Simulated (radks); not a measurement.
# Taking charge from the 3d level of Rb³⁺ in fractions

An exercise on one series of results from a longer session: the logs are not shown, and one member is left open.

The numbers are computed with radks (a radial shooting solver on a logarithmic mesh, Libxc functionals) version 1 (scalar-relativistic Kohn-Sham, r2SCAN, spin-polarised, spherical densities, finite nucleus; open shells are filled with parallel spins first), except any that are marked as measured or tabulated.

## Starting point

- element: rubidium (Z = 37)
- charge: +3
- electrons: 34
- configuration: [Ar] 3d(up 5, down 5) 4s2 4p4
- nuclear rms radius: 4.2036 fm

A shell typed twice in an input gives spin up, then spin down.

Set-up of the first run:

The run's settings:

```text
Z 37
configuration [Ar] 3d5 3d5 4s2 4p4
relativity scalar-relativistic
functional r2scan,r2scan
spin polarised
nucleus finite rms 4.2036 fm
c 137.035999084
```

Steps of the session up to this table: Start: [Ar] 3d(up 5, down 5) 4s2 4p4.

One table of the session follows, with a row left open; its other results are not shown here.

It belongs to the step «Start: [Ar] 3d(up 5, down 5) 4s2 4p4». From the orbitals of this run (lengths in bohr):

| level | <r> | outermost maximum (interpolated) | 90 % within | nodes |
| --- | --- | --- | --- | --- |
| 3p up | ? | ? | ? | ? |
| 3p down | 0.5175 | 0.446 | 0.786 | 1 |
| 3d up | 0.5244 | 0.394 | 0.853 | 0 |
| 3d down | 0.5229 | 0.394 | 0.849 | 0 |
| 4s up | 1.395 | 1.24 | 2.03 | 3 |
| 4s down | 1.399 | 1.24 | 2.04 | 3 |
| 4p up | 1.564 | 1.37 | 2.30 | 2 |
| 4p down | 1.576 | 1.37 | 2.33 | 2 |

**Question.** Estimate the row for 3p up.

As computed: <r>: 0.5176; outermost maximum (interpolated): 0.446; 90 % within: 0.787; nodes: 1. In the column «<r>» it lies between 3p down (0.5175) and 3d down (0.5229).
